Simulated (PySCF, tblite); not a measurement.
# C₃H₁₈ClNSi₅, a cluster model of a defect (Si site with back bonds C, C[SiH3], Cl): infrared bands, NMR shifts, core binding energies and electronic excitations

Wanted: the infrared bands, NMR shifts, core binding energies and electronic excitations for `C[Si](Cl)(C[SiH3])[Si](C)([SiH3])N[SiH3]`. It is drawn as: vacancy, direct bond.

Programs: tblite 0.8.0 and PySCF 2.14.0. All values are calculated, for the isolated system unless a continuum is named. Atoms count from 0, parts from 1.

## (1) The system as given

28 atoms, charge 0, multiplicity 1; geometry: distance geometry start.

## (2) Relaxing the cluster with GFN2-xTB

What the job is given:

```
{"job": {"kind": "relax", "xc": "GFN2-xTB", "basis": "xTB"}, "charge": 0, "multiplicity": 1}
Si     0.197069     1.675941     0.059881
C      1.031804     1.780225     1.675644
C      1.091435     0.527046    -1.073388
Si     1.737659    -0.884584    -0.080039
Cl     0.115909     3.615741    -0.820324
Si    -1.914964     0.944910     0.329723
Si    -1.902950    -0.730066     1.812142
N     -2.561107     0.334119    -1.228334
Si    -4.263119    -0.335899    -1.197616
C     -2.945554     2.312884     0.966876
H      0.647513     2.556026     2.237716
H      2.063126     1.924620     1.522259
H      0.894760     0.880070     2.181757
H      0.439612     0.171008    -1.782903
H      1.859951     1.030088    -1.495395
H      1.021124    -2.071079    -0.441580
H      3.090251    -1.073335    -0.338657
H      1.528904    -0.646232     1.297655
H     -2.031924    -0.207028     3.119749
H     -2.956216    -1.626588     1.538969
H     -0.639033    -1.413989     1.711428
H     -2.313502     0.893768    -2.074105
H     -4.604898    -0.814308    -2.481527
H     -5.160274     0.700653    -0.835101
H     -4.322580    -1.390943    -0.268395
H     -2.646654     3.208574     0.546238
H     -2.886684     2.368261     1.991760
H     -3.942661     2.131331     0.700696
```

Level: GFN2-xTB geometry optimisation, gas phase.

On the command line:

```console
OMP_NUM_THREADS=1 python cluster_run.py task.json out
```

One launch serves the whole session: the jobs run in the order shown.

The log of the run:

```text
step      E/eV     max force
  0    -862.93083    3.196
  1    -863.67488    1.816
  2    -863.97512    0.648
  3    -864.04463    0.721
  4    -864.15521    0.646
  5    -864.23610    0.722
  6    -864.30488    0.584
  7    -864.35788    0.513
  8    -864.40321    0.424
  9    -864.43189    0.481
 10    -864.45409    0.412
 11    -864.47771    0.343
 12    -864.49745    0.327
 13    -864.51319    0.329
 14    -864.52863    0.280
 15    -864.54309    0.331
 16    -864.55905    0.329
 17    -864.57648    0.343
 18    -864.58958    0.261
 19    -864.59776    0.202
 20    -864.60451    0.169
 21    -864.61151    0.254
 22    -864.61916    0.324
 23    -864.62650    0.281
 24    -864.63189    0.177
 25    -864.63590    0.144
 26    -864.63986    0.146
 27    -864.64355    0.172
 28    -864.64665    0.160
 29    -864.64943    0.118
 30    -864.65226    0.115
 31    -864.65535    0.154
 32    -864.65846    0.163
 33    -864.66094    0.145
 34    -864.66286    0.107
 35    -864.66490    0.122
 36    -864.66726    0.166
 37    -864.66964    0.158
 38    -864.67161    0.093
 39    -864.67308    0.081
 40    -864.67431    0.074
 41    -864.67564    0.111
 42    -864.67722    0.119
 43    -864.67900    0.111
 44    -864.68073    0.112
 45    -864.68224    0.088
 46    -864.68361    0.102
 47    -864.68488    0.096
 48    -864.68611    0.078
 49    -864.68741    0.090
 50    -864.68894    0.106
 51    -864.69085    0.148
 52    -864.69301    0.140
 53    -864.69490    0.077
 54    -864.69620    0.056
 55    -864.69724    0.087
 56    -864.69847    0.127
 57    -864.70012    0.140
 58    -864.70209    0.114
 59    -864.70397    0.076
 60    -864.70549    0.088
 61    -864.70680    0.081
 62    -864.70812    0.084
 63    -864.70946    0.080
 64    -864.71076    0.072
 65    -864.71204    0.108
 66    -864.71348    0.116
 67    -864.71510    0.088
 68    -864.71684    0.075
 69    -864.71767    0.077
 70    -864.71880    0.100
 71    -864.71994    0.104
 72    -864.72122    0.083
 73    -864.72221    0.061
 74    -864.72302    0.056
 75    -864.72390    0.073
 76    -864.72501    0.105
 77    -864.72623    0.103
 78    -864.72712    0.070
 79    -864.72771    0.062
 80    -864.72825    0.049
 81    -864.72909    0.065
 82    -864.72967    0.072
 83    -864.73044    0.057
 84    -864.73095    0.047
 85    -864.73156    0.053
 86    -864.73234    0.054
 87    -864.73337    0.067
 88    -864.73436    0.053
 89    -864.73506    0.050
 90    -864.73552    0.039
 91    -864.73595    0.049
 92    -864.73641    0.049
 93    -864.73694    0.083
 94    -864.73753    0.054
 95    -864.73822    0.042
 96    -864.73861    0.039
 97    -864.73917    0.059
 98    -864.73965    0.057
 99    -864.74007    0.036
100    -864.74035    0.036
101    -864.74061    0.034
102    -864.74092    0.046
103    -864.74132    0.047
104    -864.74169    0.059
105    -864.74191    0.047
106    -864.74203    0.027
107    -864.74212    0.019
108    -864.74221    0.022
109    -864.74231    0.034
110    -864.74243    0.036
111    -864.74256    0.030
112    -864.74274    0.030
113    -864.74293    0.028
114    -864.74310    0.022
115    -864.74324    0.024
116    -864.74338    0.027
117    -864.74355    0.033
118    -864.74374    0.029
119    -864.74391    0.023
120    -864.74405    0.024
121    -864.74419    0.028
122    -864.74435    0.033
123    -864.74451    0.032
124    -864.74464    0.025
125    -864.74474    0.023
126    -864.74482    0.017
127    -864.74491    0.025
128    -864.74503    0.028
129    -864.74515    0.020
130    -864.74526    0.018
131    -864.74537    0.021
132    -864.74546    0.023
133    -864.74555    0.024
134    -864.74564    0.021
135    -864.74575    0.023
136    -864.74590    0.033
137    -864.74610    0.035
138    -864.74631    0.028
139    -864.74650    0.033
140    -864.74666    0.034
141    -864.74684    0.036
142    -864.74708    0.043
143    -864.74739    0.036
144    -864.74776    0.044
145    -864.74818    0.041
146    -864.74862    0.044
147    -864.74907    0.057
148    -864.74953    0.049
149    -864.74995    0.049
150    -864.75030    0.063
151    -864.75074    0.060
152    -864.75133    0.039
153    -864.75180    0.040
154    -864.75219    0.055
155    -864.75265    0.072
156    -864.75325    0.069
157    -864.75387    0.060
158    -864.75422    0.041
159    -864.75446    0.038
160    -864.75467    0.031
161    -864.75497    0.030
162    -864.75512    0.025
163    -864.75533    0.034
164    -864.75553    0.036
165    -864.75578    0.033
166    -864.75603    0.032
167    -864.75631    0.037
168    -864.75659    0.043
169    -864.75690    0.040
170    -864.75721    0.050
171    -864.75756    0.061
172    -864.75799    0.061
173    -864.75857    0.056
174    -864.75917    0.049
175    -864.75973    0.044
176    -864.76018    0.045
177    -864.76061    0.044
178    -864.76103    0.052
179    -864.76150    0.050
180    -864.76200    0.042
181    -864.76253    0.044
182    -864.76294    0.033
183    -864.76322    0.027
184    -864.76345    0.033
185    -864.76373    0.038
186    -864.76408    0.036
187    -864.76445    0.037
188    -864.76476    0.047
189    -864.76506    0.040
190    -864.76540    0.042
191    -864.76583    0.043
192    -864.76620    0.047
193    -864.76644    0.041
194    -864.76665    0.024
195    -864.76687    0.032
196    -864.76707    0.030
197    -864.76725    0.029
198    -864.76742    0.028
199    -864.76758    0.025
200    -864.76774    0.023
201    -864.76774    0.023
202    -864.77101    0.136
203    -864.77109    0.116
204    -864.77162    0.078
205    -864.77388    0.041
206    -864.77372    0.153
207    -864.77493    0.091
208    -864.77379    0.122
209    -864.77594    0.084
210    -864.77195    0.213
211    -864.77649    0.040
212    -864.77592    0.092
213    -864.77714    0.037
214    -864.77742    0.076
215    -864.77771    0.081
216    -864.77812    0.029
217    -864.77814    0.077
218    -864.77815    0.049
219    -864.77840    0.022
220    -864.77842    0.024
221    -864.77849    0.029
222    -864.77854    0.025
223    -864.77860    0.018
224    -864.77867    0.016
225    -864.77873    0.011
226    -864.77883    0.020
227    -864.77889    0.019
228    -864.77896    0.019
229    -864.77901    0.016
230    -864.77903    0.021
231    -864.77908    0.015
232    -864.77918    0.025
233    -864.77934    0.041
234    -864.77947    0.034
235    -864.77979    0.043
236    -864.77964    0.064
237    -864.78011    0.138
238    -864.78013    0.064
239    -864.78093    0.017
240    -864.78074    0.121
241    -864.78126    0.120
242    -864.78143    0.091
243    -864.78217    0.026
244    -864.78187    0.119
245    -864.78276    0.064
246    -864.78287    0.073
247    -864.78352    0.032
248    -864.78385    0.106
249    -864.78463    0.036
250    -864.78463    0.082
251    -864.78492    0.120
252    -864.78499    0.106
253    -864.78519    0.135
254    -864.78452    0.137
255    -864.78603    0.090
256    -864.78397    0.223
257    -864.78572    0.097
258    -864.78178    0.254
259    -864.78629    0.105
260    -864.78266    0.200
261    -864.78655    0.083
262    -864.77846    0.392
263    -864.78745    0.051
264    -864.78600    0.206
265    -864.78795    0.031
266    -864.78786    0.119
267    -864.78866    0.054
268    -864.78952    0.084
269    -864.79062    0.128
270    -864.79310    0.153
271    -864.79571    0.156
272    -864.79687    0.157
273    -864.79563    0.367
274    -864.79799    0.175
275    -864.79765    0.274
276    -864.80053    0.142
277    -864.79710    0.440
278    -864.79997    0.198
279    -864.79706    0.260
280    -864.80348    0.129
281    -864.79686    0.344
282    -864.79686    0.344
283    -864.80825    0.096
284    -864.80994    0.133
285    -864.80977    0.097
286    -864.81130    0.026
287    -864.81135    0.069
288    -864.81189    0.044
289    -864.81205    0.029
290    -864.81228    0.015
291    -864.81229    0.044
292    -864.81244    0.030
293    -864.81254    0.028
294    -864.81276    0.028
295    -864.81291    0.068
296    -864.81315    0.022
297    -864.81340    0.021
298    -864.81386    0.043
299    -864.81415    0.083
300    -864.81494    0.043
301    -864.81533    0.069
302    -864.81611    0.040
303    -864.81609    0.060
304    -864.81549    0.104
305    -864.81539    0.098
306    -864.81629    0.091
307    -864.81312    0.226
308    -864.81635    0.104
309    -864.81614    0.117
310    -864.81702    0.021
311    -864.81700    0.052
312    -864.81722    0.026
313    -864.81730    0.036
314    -864.81745    0.021
315    -864.81759    0.015
316    -864.81760    0.025
317    -864.81765    0.009
318    -864.81765    0.016
319    -864.81767    0.007
```

Wall time 57 s (1 thread of Intel Xeon Platinum 8488C, shared host).

Step by step:

```csv
step,energy from step 0 (eV),largest force (eV/Å)
0,0.0000,3.1963
13,-1.5824,0.3285
26,-1.7090,0.1458
39,-1.7423,0.0817
52,-1.7622,0.1401
65,-1.7812,0.1081
78,-1.7963,0.0697
91,-1.8051,0.0490
104,-1.8109,0.0588
117,-1.8127,0.0332
130,-1.8144,0.0190
143,-1.8166,0.0367
156,-1.8224,0.0685
169,-1.8261,0.0400
182,-1.8321,0.0328
195,-1.8360,0.0322
208,-1.8430,0.1222
221,-1.8477,0.0290
234,-1.8486,0.0339
247,-1.8527,0.0324
260,-1.8518,0.2001
273,-1.8648,0.3668
286,-1.8805,0.0267
299,-1.8833,0.0830
312,-1.8864,0.0254
319,-1.8868,0.0070
```

Close pairs (by a distance rule), those that changed most:

```csv
bond,before (Å),after (Å),change (Å)
N7–Si8,1.829,1.730,-0.100
Si0–Si5,2.251,2.351,+0.099
Si5–C9,1.827,1.916,+0.089
Si5–Si6,2.237,2.325,+0.088
Si0–C1,1.822,1.909,+0.087
C2–H14,1.011,1.091,+0.081
Si3–H16,1.390,1.467,+0.077
Si0–C2,1.845,1.914,+0.069
```

## (3) Harmonic vibrations: GFN2-xTB

What the job is given:

```
{"job": {"kind": "ir", "xc": "GFN2-xTB", "basis": "xTB"}, "charge": 0, "multiplicity": 1}
Si     1.355465     0.892044    -0.062178
C      2.279802     0.708923     1.597649
C      2.014784    -0.439115    -1.268632
Si     1.918481    -2.231018    -0.648892
Cl     1.990763     2.696403    -0.841743
Si    -0.970080     0.838497     0.275876
Si    -1.721145    -0.560418     1.974423
N     -1.791313     0.394118    -1.208599
Si    -2.056473    -1.138482    -1.965492
C     -1.560659     2.633042     0.595006
H      2.064367     1.539520     2.263650
H      3.356671     0.676623     1.457619
H      1.984631    -0.204883     2.103796
H      1.450187    -0.367623    -2.198975
H      3.050415    -0.216108    -1.531285
H      0.552539    -2.527807    -0.209847
H      2.307199    -3.145144    -1.728474
H      2.847388    -2.418692     0.469434
H     -1.534579     0.057243     3.294784
H     -3.139703    -0.927706     1.917186
H     -0.972536    -1.823241     2.025010
H     -1.973517     1.175990    -1.819694
H     -0.925870    -1.533498    -2.817415
H     -3.260606    -0.995508    -2.786825
H     -2.232883    -2.101722    -0.881496
H     -1.236029     3.308046    -0.192517
H     -1.153952     3.010967     1.528341
H     -2.643346     2.699551     0.659291
```

With the program's defaults for keys left out, this is: GFN2-xTB harmonic vibrations, gas phase.

The log of the run:

```text
mode    cm-1     km/mol
  1      16.7      0.54
  2      50.7      0.08
  3      56.3      1.26
  4      59.8      1.26
  5      67.9      0.14
  6      74.8      1.50
  7      92.8      0.39
  8     100.4      0.34
  9     106.3      1.42
 10     110.6      0.21
 11     114.2      0.41
 12     124.2      0.46
 13     132.0      2.70
 14     134.5      1.39
 15     148.5      0.88
 16     153.8      4.97
 17     176.8      3.94
 18     198.0     36.08
 19     210.0      8.90
 20     245.8      2.55
 21     323.2      4.78
 22     362.9     47.59
 23     417.0     36.21
 24     432.2     64.06
 25     435.5     37.80
 26     481.6      8.77
 27     493.6     23.91
 28     516.3     28.89
 29     562.5     30.65
 30     566.7     59.24
 31     659.4     35.83
 32     679.9    142.39
 33     689.7     93.06
 34     712.6     38.22
 35     732.3     43.30
 36     757.6    104.32
 37     768.1    388.75
 38     777.9     66.30
 39     791.0    295.51
 40     793.0     91.01
 41     796.5    191.17
 42     800.9     63.48
 43     803.1    706.19
 44     805.5    301.30
 45     814.5     42.60
 46     817.6    109.48
 47     826.1     30.58
 48     827.3     12.55
 49     832.2    589.32
 50     963.3    316.51
 51    1018.0      3.32
 52    1133.6    104.64
 53    1194.3    220.20
 54    1369.8      9.93
 55    1373.4     17.51
 56    1449.2      0.61
 57    1483.7      1.49
 58    1486.7      0.13
 59    1489.0      1.71
 60    1492.6      0.23
 61    2188.5    272.45
 62    2196.4    456.40
 63    2201.9    276.18
 64    2225.3    316.73
 65    2232.8    368.19
 66    2240.4    630.47
 67    2245.3     69.15
 68    2248.1     66.08
 69    2272.6    276.09
 70    2961.0     31.55
 71    2976.5     15.10
 72    3026.7     34.24
 73    3029.0     21.49
 74    3033.4     25.07
 75    3039.0     20.96
 76    3040.6     19.87
 77    3044.7     19.73
 78    3446.4      1.38
```

Wall time 8 s (1 thread of Intel Xeon Platinum 8488C, shared host); peak memory 0.19 GiB.

The strongest bands and the atoms that carry them:

```csv
cm⁻¹,km/mol,atoms
768,388.8,"H20 14 %, H19 12 %, H24 11 %"
803,706.2,"H16 12 %, H22 11 %, H17 11 %, Si3 10 %"
832,589.3,"H23 12 %, H22 12 %"
2196,456.4,"H20 50 %, H18 44 %"
2233,368.2,H16 83 %
2240,630.5,"H23 65 %, H15 18 %, H17 11 %"
```

## (4) Nuclear shieldings: PBE0/pcSseg-1

Same as in step 3 but for these lines:

```diff
@@ -1,2 +1,2 @@
-{"job": {"kind": "ir", "xc": "GFN2-xTB", "basis": "xTB"}, "charge": 0, "multiplicity": 1}
+{"job": {"kind": "nmr", "xc": "PBE0", "basis": "pcSseg-1"}, "charge": 0, "multiplicity": 1}
 Si     1.355465     0.892044    -0.062178
```

With the program's defaults for keys left out, this is: GIAO PBE0/pcSseg-1 NMR shielding, non-relativistic, gas phase.

The log of the run:

```text
coarse grid: 25224 points
cycle   1  E = -2086.4504462876  dE =  3.330e-01  |g| = 6.917e-01  |ddm| = 4.746e+00
cycle   2  E = -2086.3761836114  dE =  7.426e-02  |g| = 8.854e-01  |ddm| = 1.492e+00
cycle   3  E = -2086.5618389827  dE = -1.857e-01  |g| = 1.116e-01  |ddm| = 9.953e-01
cycle   4  E = -2086.5644280836  dE = -2.589e-03  |g| = 3.896e-02  |ddm| = 1.711e-01
cycle   5  E = -2086.5647722541  dE = -3.442e-04  |g| = 8.230e-03  |ddm| = 4.686e-02
cycle   6  E = -2086.5647900474  dE = -1.779e-05  |g| = 2.006e-03  |ddm| = 1.361e-02
cycle   7  E = -2086.5647909146  dE = -8.672e-07  |g| = 4.539e-04  |ddm| = 2.925e-03
final grid: 212688 points
cycle   8  E = -2086.6153596158  dE = -4.937e-05  |g| = 8.768e-03  |ddm| = 3.448e-02
cycle   9  E = -2086.6153498356  dE =  9.780e-06  |g| = 1.068e-02  |ddm| = 1.709e-02
cycle  10  E = -2086.6153771226  dE = -2.729e-05  |g| = 1.131e-03  |ddm| = 9.933e-03
cycle  11  E = -2086.6153773404  dE = -2.178e-07  |g| = 4.179e-04  |ddm| = 1.627e-03
cycle  12  E = -2086.6153773795  dE = -3.905e-08  |g| = 7.085e-05  |ddm| = 4.917e-04
cycle  13  E = -2086.6153773806  dE = -1.131e-09  |g| = 2.295e-05  |ddm| = 1.227e-04
cycle  14  E = -2086.6153773807  dE = -1.273e-10  |g| = 5.345e-06  |ddm| = 3.416e-05
converged SCF energy = -2086.6153773807

GIAO shielding tensors (ppm)
atom      isotropic    diamagn.    paramagn.     s11        s22        s33       span
  0 Si     324.841     881.183    -556.341    300.291    308.624    365.609     65.317
  1 C      181.366     256.833     -75.468    170.093    184.192    189.813     19.721
  2 C      184.739     261.370     -76.631    171.295    187.494    195.430     24.135
  3 Si     426.724     881.484    -454.761    402.349    414.941    462.881     60.532
  4 Cl     938.610    1150.720    -212.110    883.652    939.719    992.460    108.808
  5 Si     366.025     882.349    -516.324    336.943    341.963    419.170     82.228
  6 Si     463.068     882.472    -419.404    441.349    464.586    483.269     41.919
  7 N      264.003     326.456     -62.454    242.267    248.412    301.329     59.063
  8 Si     403.171     880.979    -477.807    362.386    383.084    464.045    101.659
  9 C      185.226     253.514     -68.288    171.602    189.136    194.940     23.338
 10 H       31.438      32.186      -0.748     27.574     29.132     37.609     10.035
 11 H       31.176      30.609       0.568     27.363     28.294     37.873     10.510
 12 H       31.728      34.517      -2.789     27.946     29.651     37.588      9.642
 13 H       31.024      35.341      -4.318     27.385     28.853     36.832      9.447
 14 H       31.298      31.216       0.081     25.763     29.805     38.325     12.562
 15 H       27.637      32.375      -4.738     23.625     27.610     31.676      8.051
 16 H       27.613      29.385      -1.773     24.062     24.713     34.063     10.001
 17 H       27.805      30.521      -2.716     24.028     26.675     32.712      8.684
 18 H       28.365      30.576      -2.211     25.054     26.301     33.740      8.686
 19 H       28.076      30.185      -2.109     24.703     25.601     33.924      9.221
 20 H       28.015      31.209      -3.194     24.386     27.334     32.326      7.940
 21 H       32.614      33.756      -1.142     22.978     31.198     43.666     20.688
 22 H       26.915      31.399      -4.484     22.242     26.967     31.535      9.293
 23 H       26.920      28.974      -2.055     22.671     24.714     33.375     10.704
 24 H       27.070      31.315      -4.245     24.090     26.541     30.578      6.488
 25 H       30.812      32.046      -1.234     26.024     29.954     36.458     10.434
 26 H       31.627      31.540       0.087     27.470     28.760     38.652     11.181
 27 H       31.115      30.019       1.097     26.679     28.224     38.443     11.763
```

Run time: 2.9 min. Hardware: 1 thread of Intel Xeon Platinum 8488C, shared host; peak memory 1.6 GiB.

Shifts follow as δ = σ(reference) − σ, with reference shieldings (ppm) from runs at the same level and on the same kind of geometry: $^{1}$H TMS 31.72, $^{13}$C TMS 186.9, $^{29}$Si TMS 349.2, $^{15}$N NH3 267.7, $^{35}$Cl HCl 950. The references are single molecules in the gas phase, so shifts against H2O, NH3, PH3, H3PO4 or CFCl3 are not on the usual liquid scales and can be off by tens of ppm.

```csv
atoms,environment,σ (ppm),δ (ppm)
C1,"carbon bonded to Si, 3 H",181.4,5.6
C2,"carbon bonded to 2 Si, 2 H",184.7,2.2
C9,"carbon bonded to Si, 3 H",185.2,1.7
H22,hydrogen on a silicon bonded to N,26.91,4.80
H23,hydrogen on a silicon bonded to N,26.92,4.80
H24,hydrogen on a silicon bonded to N,27.07,4.65
H16,hydrogen on a silicon bonded to C,27.61,4.10
H15,hydrogen on a silicon bonded to C,27.64,4.08
H17,hydrogen on a silicon bonded to C,27.80,3.91
H20,hydrogen on a silicon bonded to Si,28.02,3.70
H19,hydrogen on a silicon bonded to Si,28.08,3.64
H18,hydrogen on a silicon bonded to Si,28.36,3.35
H25,hydrogen on a carbon bonded to Si,30.81,0.90
H13,hydrogen on a carbon bonded to 2 Si,31.02,0.69
H27,hydrogen on a carbon bonded to Si,31.12,0.60
H11,hydrogen on a carbon bonded to Si,31.18,0.54
H14,hydrogen on a carbon bonded to 2 Si,31.30,0.42
H10,hydrogen on a carbon bonded to Si,31.44,0.28
H26,hydrogen on a carbon bonded to Si,31.63,0.09
H12,hydrogen on a carbon bonded to Si,31.73,-0.01
H21,hydrogen on a nitrogen bonded to 2 Si,32.61,-0.90
Si0,"silicon bonded to 2 C, Cl, Si",324.8,24.3
Si5,"silicon bonded to C, N, 2 Si",366.0,-16.9
Si8,"silicon bonded to N, 3 H",403.2,-54.0
Si3,"silicon bonded to C, 3 H",426.7,-77.6
Si6,"silicon bonded to Si, 3 H",463.1,-113.9
Cl4,chlorine bonded to Si,939,11
N7,"nitrogen bonded to 2 Si, H",264.0,3.7
```

The run also stored atomic charges by several schemes (e):

```csv
atoms,Mulliken,IAO,Hirshfeld,ESP fit
Si0,0.69,0.77,0.30,0.41
C1,-0.61,-0.72,-0.22,-0.63
C2,-0.84,-0.82,-0.25,-0.54
Si3,0.48,0.60,0.31,0.47
Cl4,-0.35,-0.33,-0.14,-0.23
Si5,0.47,0.62,0.26,0.56
Si6,0.20,0.26,0.20,0.19
N7,-0.84,-0.93,-0.33,-0.82
Si8,0.61,0.75,0.35,0.44
C9,-0.61,-0.70,-0.21,-0.75
```

Mayer bond orders: Si0–C1 0.95, Si0–C2 0.91, C2–Si3 0.91, Si0–Cl4 0.94, Si0–Si5 0.82, Si5–Si6 0.90, Si5–N7 0.89, N7–Si8 0.98, Si5–C9 0.98.

(Part 1 of 2 ends here.)
